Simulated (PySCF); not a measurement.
# BrCl: from the state search to spectroscopic constants, part 2 of 2

PySCF 2.14.0; Br cc-pVDZ-PP with ECP10, Cl cc-pV(D+d)Z; scalar-relativistic core potentials. The steps go on from the part before.

**8. PW91 (GGA)**

Log of the SCF at 2.156 Å:

```text
[... 17 set-up lines left out, the same as in an earlier log ...]
XC functionals = PW91,PW91
    J. P. Perdew. In P. Ziesche and H. Eschrig, editors, Proceedings of the 75. WE-Heraeus-Seminar and 21st Annual International Symposium on Electronic Structure of Solids, 11. Berlin, 1991. Akademie Verlag.
    J. P. Perdew, J. A. Chevary, S. H. Vosko, K. A. Jackson, M. R. Pederson, D. J. Singh, and C. Fiolhais.,  Phys. Rev. B 46, 6671 (1992)
    J. P. Perdew, J. A. Chevary, S. H. Vosko, K. A. Jackson, M. R. Pederson, D. J. Singh, and C. Fiolhais.,  Phys. Rev. B 48, 4978 (1993)
    J. P. Perdew. In P. Ziesche and H. Eschrig, editors, Proceedings of the 75. WE-Heraeus-Seminar and 21st Annual International Symposium on Electronic Structure of Solids, 11. Berlin, 1991. Akademie Verlag.
    J. P. Perdew, J. A. Chevary, S. H. Vosko, K. A. Jackson, M. R. Pederson, D. J. Singh, and C. Fiolhais.,  Phys. Rev. B 46, 6671 (1992)
    J. P. Perdew, J. A. Chevary, S. H. Vosko, K. A. Jackson, M. R. Pederson, D. J. Singh, and C. Fiolhais.,  Phys. Rev. B 48, 4978 (1993)
[... 2 set-up lines left out, the same as in an earlier log ...]
init E= -877.141416174098
cycle= 1 E= -877.142682101655  delta_E= -0.00127  |g|= 0.0115  |ddm|= 0.137
cycle= 2 E= -877.142664514533  delta_E= 1.76e-05  |g|= 0.011  |ddm|= 0.0388
cycle= 3 E= -877.142715437365  delta_E= -5.09e-05  |g|= 0.00447  |ddm|= 0.0275
cycle= 4 E= -877.142727834886  delta_E= -1.24e-05  |g|= 0.00191  |ddm|= 0.0115
cycle= 5 E= -877.142729937891  delta_E= -2.1e-06  |g|= 0.000106  |ddm|= 0.00307
cycle= 6 E= -877.142729946224  delta_E= -8.33e-09  |g|= 2.53e-05  |ddm|= 0.000222
cycle= 7 E= -877.142729946626  delta_E= -4.02e-10  |g|= 1.28e-06  |ddm|= 4.85e-05
Extra cycle  E= -877.142729946623  delta_E= 2.5e-12  |g|= 1.95e-06  |ddm|= 7.29e-06
converged SCF energy = -877.142729946623  <S^2> = -1.0658141e-14  2S+1 = 1
```

Re = 2.183 Å, ωe = 415 cm⁻¹, ωexe = 1.55 cm⁻¹, αe = 0.000735 cm⁻¹, Be = 0.1460 cm⁻¹, De = 2.55 eV, μ = -0.65 D.

**9. BHandHLYP (global hybrid GGA)**

The SCF at the reference distance, 2.156 Å, printed:

```text
[... 17 set-up lines left out, the same as in an earlier log ...]
XC functionals = BHANDHLYP
    A. D. Becke.,  J. Chem. Phys. 98, 1372 (1993)
    Defined through Gaussian implementation.
[... 2 set-up lines left out, the same as in an earlier log ...]
init E= -876.870174688188
cycle= 1 E= -876.870984192137  delta_E= -0.00081  |g|= 0.00688  |ddm|= 0.0568
cycle= 2 E= -876.870999185081  delta_E= -1.5e-05  |g|= 0.00251  |ddm|= 0.0095
cycle= 3 E= -876.871001519967  delta_E= -2.33e-06  |g|= 0.000725  |ddm|= 0.00411
cycle= 4 E= -876.87100177962  delta_E= -2.6e-07  |g|= 0.000225  |ddm|= 0.00161
cycle= 5 E= -876.871001809389  delta_E= -2.98e-08  |g|= 6.21e-05  |ddm|= 0.000603
cycle= 6 E= -876.871001811371  delta_E= -1.98e-09  |g|= 1.1e-05  |ddm|= 0.000125
cycle= 7 E= -876.871001811433  delta_E= -6.25e-11  |g|= 9.38e-07  |ddm|= 2.56e-05
Extra cycle  E= -876.871001811434  delta_E= -1.02e-12  |g|= 7.41e-07  |ddm|= 3.75e-06
converged SCF energy = -876.871001811434  <S^2> = -1.7763568e-14  2S+1 = 1
```

Re = 2.155 Å, ωe = 450 cm⁻¹, ωexe = 1.43 cm⁻¹, αe = 0.000672 cm⁻¹, Be = 0.1497 cm⁻¹, De = 1.77 eV, μ = -0.70 D. 5.5 s of CPU time for 12 points, integrals apart.

**10. MN15 (hybrid meta-GGA)**

Log of the SCF at 2.156 Å:

```text
[... 13 set-up lines left out, the same as in an earlier log ...]
max_memory 909 MB (current use 282 MB)
[... 3 set-up lines left out, the same as in an earlier log ...]
XC functionals = MN15
    H. S. Yu, X. He, S. L. Li, and D. G. Truhlar.,  Chem. Sci. 7, 5032-5051 (2016)
    H. S. Yu, X. He, S. L. Li, and D. G. Truhlar.,  Chem. Sci. 7, 5032-5051 (2016)
[... 2 set-up lines left out, the same as in an earlier log ...]
init E= -877.292905118506
cycle= 1 E= -877.310921319328  delta_E= -0.018  |g|= 0.0691  |ddm|= 0.374
cycle= 2 E= -877.310214502406  delta_E= 0.000707  |g|= 0.072  |ddm|= 0.276
cycle= 3 E= -877.313105344566  delta_E= -0.00289  |g|= 0.0068  |ddm|= 0.16
cycle= 4 E= -877.313133158113  delta_E= -2.78e-05  |g|= 0.000833  |ddm|= 0.0151
cycle= 5 E= -877.313133511384  delta_E= -3.53e-07  |g|= 0.000353  |ddm|= 0.00231
cycle= 6 E= -877.313133571496  delta_E= -6.01e-08  |g|= 5.2e-05  |ddm|= 0.000504
cycle= 7 E= -877.313133572624  delta_E= -1.13e-09  |g|= 7.2e-06  |ddm|= 9.41e-05
cycle= 8 E= -877.313133572658  delta_E= -3.35e-11  |g|= 4.13e-07  |ddm|= 1.58e-05
Extra cycle  E= -877.313133572657  delta_E= 7.96e-13  |g|= 2.97e-07  |ddm|= 1.13e-06
converged SCF energy = -877.313133572657  <S^2> = -1.4210855e-14  2S+1 = 1
```

Re = 2.158 Å, ωe = 437 cm⁻¹, ωexe = 1.49 cm⁻¹, αe = 0.000711 cm⁻¹, Be = 0.1494 cm⁻¹, De = 2.21 eV, μ = -0.78 D. 9.9 s of CPU time for 12 points, integrals apart.

**11. LC-ωPBE**

The SCF at the reference distance, 2.156 Å, printed:

```text
[... 17 set-up lines left out, the same as in an earlier log ...]
XC functionals = LC_WPBE
    O. A. Vydrov and G. E. Scuseria.,  J. Chem. Phys. 125, 234109 (2006)
[... 2 set-up lines left out, the same as in an earlier log ...]
init E= -876.931058324179
cycle= 1 E= -876.933038338093  delta_E= -0.00198  |g|= 0.0136  |ddm|= 0.138
cycle= 2 E= -876.933135595989  delta_E= -9.73e-05  |g|= 0.00566  |ddm|= 0.0401
cycle= 3 E= -876.933151854619  delta_E= -1.63e-05  |g|= 0.00195  |ddm|= 0.0131
cycle= 4 E= -876.933154297324  delta_E= -2.44e-06  |g|= 0.000375  |ddm|= 0.00576
cycle= 5 E= -876.933154400659  delta_E= -1.03e-07  |g|= 5.67e-05  |ddm|= 0.000909
cycle= 6 E= -876.933154403396  delta_E= -2.74e-09  |g|= 2.36e-05  |ddm|= 0.000149
cycle= 7 E= -876.933154403707  delta_E= -3.12e-10  |g|= 4.3e-06  |ddm|= 3.52e-05
Extra cycle  E= -876.933154403721  delta_E= -1.38e-11  |g|= 2.09e-06  |ddm|= 1.47e-05
converged SCF energy = -876.933154403721  <S^2> = -1.4210855e-14  2S+1 = 1
```

Re = 2.128 Å, ωe = 478 cm⁻¹, ωexe = 1.39 cm⁻¹, αe = 0.000646 cm⁻¹, Be = 0.1536 cm⁻¹, De = 1.98 eV, μ = -0.73 D.

**12. RHF**

Output of the SCF at 2.156 Å:

```text
******** <class 'pyscf.scf.hf_symm.SymAdaptedRHF'> ********
method = SymAdaptedRHF
[... 12 set-up lines left out, the same as in an earlier log ...]
Overwritten attributes  get_hcore get_j get_jk get_occ get_k  of <class 'pyscf.scf.hf_symm.SymAdaptedRHF'>
[... 1 set-up line left out, the same as in an earlier log ...]
init E= -874.955775580012
cycle= 1 E= -874.964648064861  delta_E= -0.00887  |g|= 0.029  |ddm|= 0.351
cycle= 2 E= -874.964924269352  delta_E= -0.000276  |g|= 0.00872  |ddm|= 0.0558
cycle= 3 E= -874.964949958064  delta_E= -2.57e-05  |g|= 0.00316  |ddm|= 0.0208
cycle= 4 E= -874.964953490982  delta_E= -3.53e-06  |g|= 0.00046  |ddm|= 0.00619
cycle= 5 E= -874.964953563465  delta_E= -7.25e-08  |g|= 0.000127  |ddm|= 0.00121
cycle= 6 E= -874.964953570287  delta_E= -6.82e-09  |g|= 3.2e-05  |ddm|= 0.000274
cycle= 7 E= -874.964953570872  delta_E= -5.86e-10  |g|= 8.34e-06  |ddm|= 0.000117
Extra cycle  E= -874.964953570916  delta_E= -4.31e-11  |g|= 3.43e-06  |ddm|= 2.47e-05
converged SCF energy = -874.964953570916
```

Re = 2.144 Å, ωe = 471 cm⁻¹, ωexe = 1.35 cm⁻¹, αe = 0.000634 cm⁻¹, Be = 0.1513 cm⁻¹, De = 0.54 eV, μ = -0.74 D.

**13. MP2 and coupled cluster**

Reference: RHF; core orbitals frozen: 9; virtual orbitals above 20 hartree dropped in coupled cluster: 1. MP2 keeps all virtuals, so it differs from the MP2 energy in the coupled-cluster log.

The coupled-cluster run at the reference distance, 2.156 Å, printed:

```text
******** <class 'pyscf.cc.ccsd.CCSD'> ********
CC2 = 0
CCSD nocc = 12, nmo = 36
frozen orbitals [0, 1, 2, 3, 4, 5, 6, 7, 8, 45]
max_cycle = 80
direct = 0
conv_tol = 1e-07
conv_tol_normt = 1e-05
diis_space = 8
diis_start_cycle = 0
diis_start_energy_diff = 1e+09
max_memory 909 MB (current use 282 MB)
Init t2, MP2 energy = -875.232893473789  E_corr(MP2) -0.267939902873562
Init E_corr(CCSD) = -0.267939902880421
cycle = 1  E_corr(CCSD) = -0.284004159640178  dE = -0.0160642568  norm(t1,t2) = 0.0386905
cycle = 2  E_corr(CCSD) = -0.289272622828203  dE = -0.00526846319  norm(t1,t2) = 0.0146061
cycle = 3  E_corr(CCSD) = -0.291082373715261  dE = -0.00180975089  norm(t1,t2) = 0.00587907
cycle = 4  E_corr(CCSD) = -0.291341324774349  dE = -0.000258951059  norm(t1,t2) = 0.00146511
cycle = 5  E_corr(CCSD) = -0.291240523482072  dE = 0.000100801292  norm(t1,t2) = 0.000560499
cycle = 6  E_corr(CCSD) = -0.291242065123106  dE = -1.54164103e-06  norm(t1,t2) = 0.000160264
cycle = 7  E_corr(CCSD) = -0.291246715644263  dE = -4.65052116e-06  norm(t1,t2) = 4.7263e-05
cycle = 8  E_corr(CCSD) = -0.291246293225596  dE = 4.22418667e-07  norm(t1,t2) = 1.44729e-05
cycle = 9  E_corr(CCSD) = -0.291246164320489  dE = 1.28905107e-07  norm(t1,t2) = 3.43084e-06
cycle = 10  E_corr(CCSD) = -0.2912462410601  dE = -7.67396105e-08  norm(t1,t2) = 1.26706e-06
CCSD converged
E(CCSD) = -875.2561998119756  E_corr = -0.2912462410600997
CCSD(T) correction = -0.00687664411039211
```

Correlation energy (eV) along the bond:

```csv
R (Å),MP2,SCS-MP2,CCSD,CCSD(T),T1
1.854,-7.219,-6.883,n/a,n/a,n/a
1.940,-7.234,-6.915,-7.809,-7.975,0.005
2.027,-7.254,-6.952,-7.851,-8.024,0.005
2.091,-7.272,-6.984,-7.886,-8.066,0.005
2.156,-7.294,-7.018,-7.925,-8.112,0.006
2.221,-7.320,-7.056,-7.968,-8.164,0.006
2.307,-7.359,-7.112,-8.031,-8.242,0.007
2.415,-7.417,-7.190,-8.121,-8.354,0.007
2.544,-7.500,-7.296,-8.246,-8.513,0.008
2.717,-7.634,-7.462,n/a,n/a,n/a
```

RHF-MP2: Re = 2.164 Å, ωe = 440 cm⁻¹, ωexe = 1.63 cm⁻¹, αe = 0.000724 cm⁻¹, Be = 0.1486 cm⁻¹, De = 1.87 eV.

RHF-SCS-MP2: Re = 2.175 Å, ωe = 429 cm⁻¹, ωexe = 1.67 cm⁻¹, αe = 0.000740 cm⁻¹, Be = 0.1470 cm⁻¹, De = 1.78 eV.

RHF-CCSD: Re = 2.180 Å, ωe = 422 cm⁻¹, ωexe = 1.78 cm⁻¹, αe = 0.000770 cm⁻¹, Be = 0.1464 cm⁻¹, De = 1.67 eV.

RHF-CCSD(T): Re = 2.189 Å, ωe = 409 cm⁻¹, ωexe = 2.02 cm⁻¹, αe = 0.000833 cm⁻¹, Be = 0.1452 cm⁻¹, De = 1.78 eV.

**14. The curves together**

Energy (eV) from each level's lowest point:

```csv
R (Å),RHF,RHF-MP2,RHF-SCS-MP2,RHF-CCSD,RHF-CCSD(T),PBE,PW91,r²SCAN,PBE0,MN15,BHandHLYP,LC-ωPBE
1.854,1.319,1.394,1.454,n/a,n/a,1.422,1.427,1.348,1.283,1.298,1.332,1.175
1.940,0.563,0.624,0.667,0.679,0.702,0.660,0.664,0.608,0.558,0.572,0.586,0.473
2.027,0.163,0.203,0.229,0.237,0.252,0.232,0.234,0.201,0.170,0.180,0.183,0.115
2.091,0.029,0.051,0.063,0.068,0.077,0.067,0.068,0.052,0.036,0.042,0.041,0.007
2.156,0.000,0.000,0.000,0.000,0.001,0.000,0.000,0.000,0.000,0.000,0.000,0.000
2.221,0.050,0.025,0.013,0.008,0.000,0.006,0.005,0.020,0.037,0.031,0.035,0.069
2.307,0.206,0.141,0.113,0.100,0.078,0.095,0.093,0.128,0.167,0.152,0.166,0.244
2.415,0.495,0.372,0.323,0.299,0.254,0.290,0.288,0.347,0.414,0.387,0.419,0.551
2.544,0.918,0.712,0.640,0.598,0.519,0.591,0.589,0.676,0.775,0.735,0.793,0.988
2.717,1.532,1.192,1.088,n/a,n/a,1.030,1.028,1.149,1.288,1.237,1.333,1.607
```

**15. Results**

What follows sums up all 2 parts.

Lowest PBE0 solution found, without spin–orbit coupling: ¹Σ⁺ (singlet), closed shell. State 2 has its PBE0 minimum 1.58 eV higher. The other levels ran on the lowest alone.

```csv
level,Re (Å),ωe (cm⁻¹),De (eV),μ (D)
RHF,2.144,471,0.54,-0.74
RHF-MP2,2.164,440,1.87,n/a
RHF-SCS-MP2,2.175,429,1.78,n/a
RHF-CCSD,2.180,422,1.67,n/a
RHF-CCSD(T),2.189,409,1.78,n/a
PBE,2.182,416,2.52,-0.65
PW91,2.183,415,2.55,-0.65
r²SCAN,2.167,428,2.30,-0.66
PBE0,2.152,445,2.24,-0.67
MN15,2.158,437,2.21,-0.78
BHandHLYP,2.155,450,1.77,-0.70
LC-ωPBE,2.128,478,1.98,-0.73
measured,2.136065,444.276,n/a,n/a
```

De is counted to Br + Cl in their ground configurations. A positive dipole means Br(−)Cl(+).

Measured values: Huber and Herzberg, Constants of Diatomic Molecules, 1979.

Differences from the measured constants:

```csv
level,Re (mÅ),ωe (%)
RHF,+8,+6.0
RHF-MP2,+28,-0.9
RHF-SCS-MP2,+39,-3.4
RHF-CCSD,+44,-4.9
RHF-CCSD(T),+53,-8.0
PBE,+46,-6.5
PW91,+47,-6.6
r²SCAN,+31,-3.6
PBE0,+16,+0.2
MN15,+22,-1.6
BHandHLYP,+19,+1.2
LC-ωPBE,-8,+7.6
```

Time per point (s) on 1 thread, shared host (CPU time, shared integrals of 0.25 s apart; correlated levels include their reference; CCSD comes with the CCSD(T) run); the times are rough: RHF 0.048, RHF-MP2 0.079, RHF-SCS-MP2 0.079, RHF-CCSD(T) 1.1, PBE 0.57, PW91 0.43, r²SCAN 0.79, PBE0 1.3, MN15 0.83, BHandHLYP 0.46, LC-ωPBE 0.75.

What this shows: Against the measured constants, the bond length is nearest at RHF and LC-ωPBE (8 mÅ off) and farthest at RHF-CCSD(T) (+53 mÅ); the wavenumber is nearest at PBE0 (+0.2 %) and farthest at RHF-CCSD(T) (-8.0 %). In a basis this small the correlated methods are far from their limit, so the ranking is that of method and basis together. Of the levels with a De here, RHF gives the least (0.54 eV) and PW91 the most (2.55 eV).

Correlated steps freeze 9 core orbitals.
